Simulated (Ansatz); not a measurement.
# Cu, space group I4/mmm: a test of the smearing width

Program: Ansatz's Python interface.

The cells in order, each with its output:

**Cell 1**
```python
import ansatz as az
from ase import Atoms
import pandas as pd
```

**Cell 2**
```python
FUNCTIONAL = "pbesol"
ECUT = 470
KMESH = (15, 15, 15)
```

**Cell 3**
```python
atoms = Atoms(
    ["Cu"],
    scaled_positions=[
        [0.0, 0.0, 0.0],
    ],
    cell=[
        [-1.44279, 1.44279, 1.37608],
        [1.44279, -1.44279, 1.37608],
        [1.44279, 1.44279, -1.37608],
    ],
    pbc=True,
)
xtal = az.Crystal.from_ase(atoms)
```

**Cell 4**
```python
job = xtal.calculation()
job = job.functional(FUNCTIONAL).basis(ECUT)
job = job.kpoints(*KMESH)
job = job.stress()
```

**Cell 5**
```python
rows = []
for value in [0.5, 0.3, 0.2, 0.1]:
    rep = job.occupations("fermi_dirac", width=value).run(threads=1, backend="cpu").report
    rows.append((value, rep["free_energy_ev"] / len(rep["lattice"]["sites"]), rep["n_iterations"], sum(rep["stress_gpa"][i][i] for i in range(3)) / 3, rep["n_kpoints"]))
```

**Cell 6**
```python
table = pd.DataFrame(rows, columns=["width (eV)", "F/atom (eV)", "iterations", "P (GPa)", "k-points"])
table.round(5)
```
Output:
```text
   width (eV)  F/atom (eV)  iterations  P (GPa)  k-points
0         0.5  -6588.89319           6  0.80793       288
1         0.3  -6588.78452           6 -0.91613       288
2         0.2  -6588.75799           6 -1.25469       288
3         0.1  -6588.74399           6 -1.38096       288
```

**Cell 7**
```python
for row in rows[:-1]:
    shift = 1000 * (row[1] - rows[-1][1])
    print(f"{row[0]}: {shift:+.2f} meV/atom" + ("  (within 1 meV)" if abs(shift) < 1 else ""))
```
Output:
```text
0.5: -149.20 meV/atom
0.3: -40.53 meV/atom
0.2: -14.00 meV/atom
```

Going from 0.1 to 0.5 eV changes F by -149.2 meV an atom. The report's estimate for zero width moves by +36.2 meV, so the entropy term explains only part of the change. The pressure moves from -1.38 to 0.81 GPa.

What to keep in mind:
- The run is spin-unpolarised.
- For a metal this k-point mesh is coarse: on a finer one energies can move by several to tens of meV an atom and pressures by half a GPa or more, differences at one mesh by less.
- A Fermi-Dirac width this large means warm electrons, whose thermal share enters the free energy.
- The narrowest width needs the finest mesh, so the last row is no converged reference.
- Pressure is positive in compression.
- This isn't the structure that Cu takes at ambient conditions.
- It ran for 12 s on 1 thread of Intel(R) Xeon(R) Processor @ 2.30GHz (shared host), peak memory 0.56 GiB.
